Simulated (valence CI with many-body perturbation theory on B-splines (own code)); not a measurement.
**Levels and ionisation energy of Hg⁶⁷⁺**

What does CI with core correlation give for the spectrum of Hg⁶⁷⁺? Levels and ionisation energy come from one run, set against NIST.

Program: an in-house CI+MBPT code version 3. Level of theory: configuration interaction of the valence electrons, many-body perturbation theory for a frozen closed Dirac-Fock core, no-pair Dirac Hamiltonian, B-spline basis. These are calculated values, not measurements, unless marked.

## (1) What is computed

| Property | Result |
| --- | --- |
| element | mercury (Z = 80, A = 202) |
| charge | +67 |
| frozen core | [Ne] |
| start configuration of the valence electrons | 3s2 3p1 |
| nuclear rms radius | 5.4648 fm |

## (2) The run

Settings of the run:

```ini
atom Hg  Z=80  mass_number=202  rms_radius_fm=5.4648
core [Ne]
valence 3s2 3p1
avg = 1
basis = L
breit = 1
cap = 40000
capref = 1200
cscale = 1
de = 0.0
dress = 0
eps = 2e-08
h = 0.27
hh = 1
l2 = 3
lcore = 6
maxit = 60
n2 = 5
natural = 1
nlev = 60
nno = [7, 7, 6, 5, 4, 2, 1]
nroot = 26
nsp = [4, 4, 3, 2, 1, 0, 0]
pt2 = 1
qed = 1
rpa = 1
s1 = 1
s2 = 1
s3 = 1
screen = 1
tol = 2e-05
```

Command:

```
$ python run_cv.py task.json out
```

task.json holds these settings.

Output:

```text
rmax 1.7 intervals 55 orbitals 81 references ['3s2 3p', '3s2 3d', '3s 3p2', '3s 3p 3d', '3p3'] scf 2
2J=0 par=0 roots 2 ref 20 generators 2 cand 362/362 P 369/369 nnz 0 it 0
2J=0 par=0 roots 2 ref 20 generators 4 cand 13/13 P 381/381 nnz 0 it 0
   second order: generators 5 cand 1/1 e2 -0.00000 -0.00000
reference levels 715, estimated 121, window 14807498 1/cm; series limit 50402485, core excitation 79142329
2J=1 par=1 roots 7 ref 55 generators 8 cand 3579/5471 P 3527/5338 nnz 4e+06 it 4
2J=1 par=1 roots 7 ref 55 generators 10 cand 1765/2687 P 4189/6376 nnz 5.4e+06 it 4
   second order: generators 13 cand 3405/5387 e2 -0.00001 -0.00000
2J=1 par=0 roots 9 ref 58 generators 10 cand 3578/5478 P 4064/6229 nnz 5.2e+06 it 4
2J=1 par=0 roots 9 ref 58 generators 12 cand 1259/1807 P 4616/7092 nnz 6.7e+06 it 3
   second order: generators 16 cand 2973/4685 e2 -0.00001 -0.00000
2J=3 par=1 roots 11 ref 89 generators 12 cand 5434/11401 P 3840/8000 nnz 8.6e+06 it 5
2J=3 par=1 roots 11 ref 89 generators 14 cand 2828/5987 P 5199/11157 nnz 1.6e+07 it 5
   second order: generators 17 cand 4207/9734 e2 -0.00001 -0.00000
2J=3 par=0 roots 13 ref 92 generators 11 cand 5420/11369 P 3785/7997 nnz 8.6e+06 it 4
2J=3 par=0 roots 13 ref 92 generators 15 cand 2894/5964 P 5618/12072 nnz 1.9e+07 it 5
   second order: generators 19 cand 3750/8795 e2 -0.00001 -0.00000
2J=5 par=0 roots 12 ref 94 generators 11 cand 5996/14151 P 3465/8000 nnz 8.8e+06 it 5
2J=5 par=0 roots 12 ref 94 generators 13 cand 3721/8745 P 5704/13767 nnz 2.5e+07 it 7
   second order: generators 18 cand 4322/11964 e2 -0.00001 -0.00000
2J=5 par=1 roots 10 ref 86 generators 9 cand 6035/14135 P 3504/7999 nnz 8.7e+06 it 4
2J=5 par=1 roots 10 ref 86 generators 11 cand 3635/8722 P 5376/12954 nnz 2.2e+07 it 4
   second order: generators 13 cand 4659/12744 e2 -0.00001 -0.00000
2J=7 par=1 roots 5 ref 63 generators 5 cand 5698/13864 P 3398/8000 nnz 9e+06 it 5
2J=7 par=1 roots 5 ref 63 generators 8 cand 3416/8427 P 4651/11288 nnz 1.7e+07 it 5
   second order: generators 9 cand 3645/10334 e2 -0.00002 -0.00001
2J=9 par=1 roots 2 ref 33 generators 3 cand 4702/11406 P 2640/5903 nnz 5.1e+06 it 4
2J=9 par=1 roots 2 ref 33 generators 4 cand 3237/8034 P 3502/8139 nnz 9.5e+06 it 4
   second order: generators 5 cand 2375/5798 e2 -0.00002 -0.00001
2J=7 par=0 roots 6 ref 67 generators 6 cand 5670/13820 P 3262/7999 nnz 9.4e+06 it 4
2J=7 par=0 roots 6 ref 67 generators 8 cand 3562/8386 P 4814/12009 nnz 2e+07 it 4
   second order: generators 13 cand 4860/14035 e2 -0.00001 -0.00001
2J=9 par=0 roots 3 ref 41 generators 4 cand 4675/11419 P 2865/6744 nnz 7.6e+06 it 4
2J=9 par=0 roots 3 ref 41 generators 4 cand 3052/7213 P 3675/8745 nnz 1.2e+07 it 4
   second order: generators 7 cand 3686/10244 e2 -0.00002 -0.00001
left out: unestimated 21501696, estimated 16095569, shifts from estimates -14 to 41
```

Run time: 61 s. Hardware: 1 thread of Intel Xeon 6975P-C (Granite Rapids), shared host; peak memory 0.65 GiB.

In the log, the blocks before «reference levels» are the next ion; each later block is one J and parity (par 1 is odd): roots sought, reference size, generators, candidates and the variational space P (configurations/state functions), Hamiltonian entries, Davidson iterations; e2 is the second-order remainder in hartree. Σ1, Σ2 and Σ3 are the one-, two- and three-electron terms by which the core's correlation enters. In the settings nsp and nno count spectroscopic and correlating orbitals by l, and s1, s2, s3 switch or scale the Σ terms.

## (3) The level list

The computed levels (result record; ° odd parity; named by the leading configuration and LS term). The first 32 of 74 are listed.

```
 #             level  configuration weight  term weight  energy (eV)      g  lifetime (s)
 0    3s2 3p ²P° 1/2                  1.00         1.00         0.00  0.643             -
 1     3s 3p2 ⁴P 1/2                  1.00         0.51       190.64  2.074      2.07e-11
 2    3s2 3p ²P° 3/2                  0.99         1.00       528.82  1.318      6.17e-10
 3     3s 3p2 ⁴P 3/2                  0.99         0.88       685.21  1.617      3.41e-11
 4     3s 3p2 ²D 5/2                  0.98         0.64       705.60  1.328      5.57e-11
 5     3s 3p2 ²D 3/2                  0.79         0.67       727.69  0.969      7.15e-13
 6     3s 3p2 ²P 1/2                  1.00         0.69       739.55  1.274      1.82e-13
 7     3s2 3d ²D 3/2                  0.78         0.91       788.25  0.829      1.37e-13
 8     3s2 3d ²D 5/2                  0.98         0.99       895.25  1.190      2.40e-12
 9  3s 3p 3d ⁴F° 3/2                  0.60         0.35       912.10  0.911      2.56e-12
10  3s 3p 3d ⁴F° 3/2                  0.56         0.42       926.43  0.870      1.20e-12
11  3s 3p 3d ⁴F° 5/2                  1.00         0.41       938.02  1.012      2.94e-11
12  3s 3p 3d ⁴D° 1/2                  1.00         0.56       967.75  0.405      2.26e-13
13  3s 3p 3d ⁴D° 3/2                  0.88         0.30       976.77  1.271      1.46e-13
14  3s 3p 3d ⁴P° 5/2                  1.00         0.38       1055.8  1.347      2.50e-12
15  3s 3p 3d ⁴F° 7/2                  1.00         0.40       1072.2  1.231      3.16e-12
16  3s 3p 3d ²F° 5/2                  1.00         0.51       1083.3  1.032      2.72e-12
17  3s 3p 3d ²P° 3/2                  0.96         0.39       1088.0  1.110      1.11e-12
18     3p2 3d ²D 3/2                  0.99         0.42       1149.8  0.775      5.42e-12
19     3s 3p2 ⁴P 5/2                  0.99         0.62       1226.6  1.433      7.52e-13
20     3s 3p2 ²S 1/2                  0.99         0.68       1268.2  1.933      2.53e-13
21     3s 3p2 ²P 3/2                  0.99         0.60       1275.9  1.187      1.24e-13
22     3p2 3d ²D 5/2                  0.99         0.35       1284.8  1.188      2.24e-12
23       3p3 ²D° 5/2                  0.64         0.79       1434.2  1.178      4.20e-13
24       3p3 ⁴S° 3/2                  0.91         0.49       1440.7  1.424      1.66e-13
25       3p3 ²P° 1/2                  0.74         0.89       1459.4  0.865      2.12e-13
26  3s 3p 3d ⁴D° 3/2                  0.96         0.43       1467.1  1.270      2.21e-13
27  3s 3p 3d ⁴P° 1/2                  0.91         0.72       1469.3  1.978      2.99e-13
28  3s 3p 3d ⁴D° 5/2                  0.78         0.35       1473.3  1.197      1.65e-13
29  3s 3p 3d ⁴F° 7/2                  1.00         0.42       1475.0  1.214      3.19e-13
30  3s 3p 3d ²D° 3/2                  0.96         0.61       1507.0  0.987      1.15e-13
31  3s 3p 3d ²F° 5/2                  0.90         0.64       1519.9  0.967      9.98e-14
```

## (4) The Hamiltonian term by term

The same run repeats the diagonalisation with simpler Hamiltonians; each column adds a term to the one before, and the last is the full result. Excitation energies in eV:

```tsv
level	valence CI alone	+ Σ1	+ Σ2	+ Σ3	+ Breit	full, with QED
3s 3p2 ⁴P 1/2	191.48	191.17	191.09	191.10	196.77	190.64
3s2 3p ²P° 3/2	534.21	534.45	534.57	534.57	528.38	528.82
3s 3p2 ⁴P 3/2	691.22	691.15	691.48	691.51	690.79	685.21
3s 3p2 ²D 5/2	712.79	712.73	712.89	712.91	711.16	705.60
3s 3p2 ²D 3/2	734.75	734.69	734.67	734.69	732.29	727.69
3s 3p2 ²P 1/2	746.28	746.21	745.82	745.82	745.21	739.55
3s2 3d ²D 3/2	796.89	796.85	796.23	796.18	790.21	788.25
3s2 3d ²D 5/2	906.32	906.48	906.13	906.09	895.87	895.25
ionisation energy (eV)	8175.04	8176.29	8176.27	8176.19	8162.88	8162.38
```

## (5) Lines

Listed are the E1 lines of largest gf, the fastest ones to the lowest level and a few forbidden lines. Rates are at computed energies, electric ones in the length gauge, E1 and E2 with static core polarisation; wavelengths are in vacuum.

| upper | lower | type | λ (nm) | A (1/s) | branching |
| --- | --- | --- | --- | --- | --- |
| 7: 3s2 3d ²D 3/2 | 0: 3s2 3p ²P° 1/2 | E1 | 1.573 | 7.27e+12 | 1.00 |
| 13: 3s 3p 3d ⁴D° 3/2 | 1: 3s 3p2 ⁴P 1/2 | E1 | 1.577 | 6.83e+12 | 0.99 |
| 62: 3s 3d2 ²G 9/2 | 15: 3s 3p 3d ⁴F° 7/2 | E1 | 1.587 | 4.51e+12 | 0.91 |
| 64: 3s 3d2 ²G 7/2 | 16: 3s 3p 3d ²F° 5/2 | E1 | 1.593 | 3.29e+12 | 0.79 |
| 59: 3s 3d2 ⁴F 7/2 | 15: 3s 3p 3d ⁴F° 7/2 | E1 | 1.624 | 3.09e+12 | 0.61 |
| 49: 3s 3d2 ⁴F 5/2 | 13: 3s 3p 3d ⁴D° 3/2 | E1 | 1.632 | 5.95e+12 | 0.62 |
| 21: 3s 3p2 ²P 3/2 | 2: 3s2 3p ²P° 3/2 | E1 | 1.659 | 8.04e+12 | 1.00 |
| 40: 3s 3p 3d ²D° 5/2 | 8: 3s2 3d ²D 5/2 | E1 | 1.660 | 4.51e+12 | 0.83 |
| 6: 3s 3p2 ²P 1/2 | 0: 3s2 3p ²P° 1/2 | E1 | 1.676 | 5.45e+12 | 0.99 |
| 31: 3s 3p 3d ²F° 5/2 | 7: 3s2 3d ²D 3/2 | E1 | 1.695 | 8.20e+12 | 0.82 |
| 44: 3p2 3d ²G 7/2 | 11: 3s 3p 3d ⁴F° 5/2 | E1 | 1.702 | 3.22e+12 | 0.97 |
| 5: 3s 3p2 ²D 3/2 | 0: 3s2 3p ²P° 1/2 | E1 | 1.704 | 1.37e+12 | 0.98 |
| 37: 3s 3p 3d ²F° 7/2 | 8: 3s2 3d ²D 5/2 | E1 | 1.716 | 4.43e+12 | 0.93 |
| 33: 3s 3p 3d ⁴F° 9/2 | 14: 3s 3p 3d ⁴P° 5/2 | E2 | 2.449 | 1.44e+07 | 0.02 |
| 3: 3s 3p2 ⁴P 3/2 | 1: 3s 3p2 ⁴P 1/2 | M1 | 2.507 | 6.85e+08 | 0.02 |
| 33: 3s 3p 3d ⁴F° 9/2 | 15: 3s 3p 3d ⁴F° 7/2 | M1 | 2.531 | 6.44e+08 | 0.96 |
| 33: 3s 3p 3d ⁴F° 9/2 | 15: 3s 3p 3d ⁴F° 7/2 | E2 | 2.531 | 7.54e+06 | 0.01 |
| 1: 3s 3p2 ⁴P 1/2 | 0: 3s2 3p ²P° 1/2 | E1 | 6.504 | 4.83e+10 | 1.00 |

## (6) Summary of results

```
                                  quantity                  computed                             tabulated
                              lowest level            3s2 3p ²P° 1/2                             3p ²P°1/2
                          first excitation  3s 3p2 ⁴P 1/2, 190.64 eV                                     -
        ionisation energy, to 3s2 ¹S J = 0                 8162.4 eV  8160 ± 40 eV (tabulated theoretical)
 dipole polarisability of the lowest level            0.001834 bohr³                                     -
     hyperfine A/(μ/I) of the lowest level               2874410 MHz                                     -
no level missing from the run's list below                 1995.6 eV                                     -
```

The ionisation energy is 2.4 eV (0.03 %) above the NIST entry, whose uncertainty is 40 eV. Of the added terms Breit moves the ionisation energy most, by -13.3 eV. The lowest level is 100 % 3s2 3p. Cautions: by estimate large intervals hold to a few tenths of a per cent, small ones and the rates on them less well.
